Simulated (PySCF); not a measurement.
# A gas-phase reaction: Cl2FGeH + N2O → Cl2FGeHO + N2

Aim: the reaction energy of `[F][GeH]([Cl])[Cl]` + `[N-]=[N+]=O` → `[OH][Ge]([F])([Cl])[Cl]` + `N#N`.

Programs: PySCF 2.14.0. All values are calculated, for the isolated system unless a continuum is named. Atoms count from 0, parts from 1.

### 1 Starting point

Each species was relaxed by itself at PBE0-D3(BJ)/def2-SVPD.

### 2 Energies of the species: wB97M-D3(BJ)/def2-TZVPD

What the job is given:

```
{"job": {"kind": "react", "xc": "wB97M-D3(BJ)", "basis": "def2-TZVPD"}, "charge": 0, "multiplicity": 1}
-1 Cl2FGeH charge 0 multiplicity 1
F      0.524760     1.320730     1.043370
Ge     0.063540    -0.053620     0.091810
Cl     0.322920     0.511760    -1.950550
Cl    -2.006700    -0.394390     0.485860
H      0.928750    -1.244330     0.478230

-1 N2O charge 0 multiplicity 1
N      1.134540     0.141960    -0.007140
N      0.021280    -0.018730    -0.007870
O     -1.143530    -0.186840    -0.008640

+1 Cl2FGeHO charge 0 multiplicity 1
O      1.206970     0.238770     0.756030
Ge    -0.220220    -0.195220    -0.150540
F     -1.617810     0.096280     0.826350
Cl    -0.099970    -2.259330    -0.593930
Cl    -0.483490     0.972180    -1.913020
H      1.213060     1.148340     1.075370

+1 N2 charge 0 multiplicity 1
N      0.541920     0.081120     0.029200
N     -0.541930    -0.081120    -0.029200
```

Method: wB97M-D3(BJ)/def2-TZVPD reaction energy of separated species, gas phase.

Launch:

```sh
> OMP_NUM_THREADS=1 python cluster_run.py task.json out
```

This one command runs all jobs of the session in turn.

**Question.** The jobs that follow are: PBE0-D3(BJ)/def2-TZVPD reaction energy of separated species, gas phase. Predict: reaction energy (wB97M-D3(BJ)/def2-TZVPD); ΔH, ΔG at 298 K (xTB thermal terms). Thermal terms come from harmonic xTB runs on each species.

**Answer**, as computed:

| quantity | value |
| --- | --- |
| reaction energy (wB97M-D3(BJ)/def2-TZVPD) | -83.53 kcal/mol |
| ΔH, ΔG at 298 K (xTB thermal terms) | -83.1, -83.5 kcal/mol |
| range of the reaction energy over the runs of this table | -83.53 to -72.63 kcal/mol |

What this shows: The reaction is exothermic by 83.1 kcal/mol in the gas phase; dispersion gives -0.21, and xTB itself gave -4.59 for the electronic energy (xTB energies and thermal terms come from the earlier relaxation of each species, not shown). No barrier was sought. xTB and this level differ widely in the electronic energy, so what comes from xTB (the thermal terms above all) is less safe here. The reaction energy runs from -83.53 (wB97M-D3(BJ)/def2-TZVPD) to -72.63 kcal/mol (PBE0-D3(BJ)/def2-TZVPD).
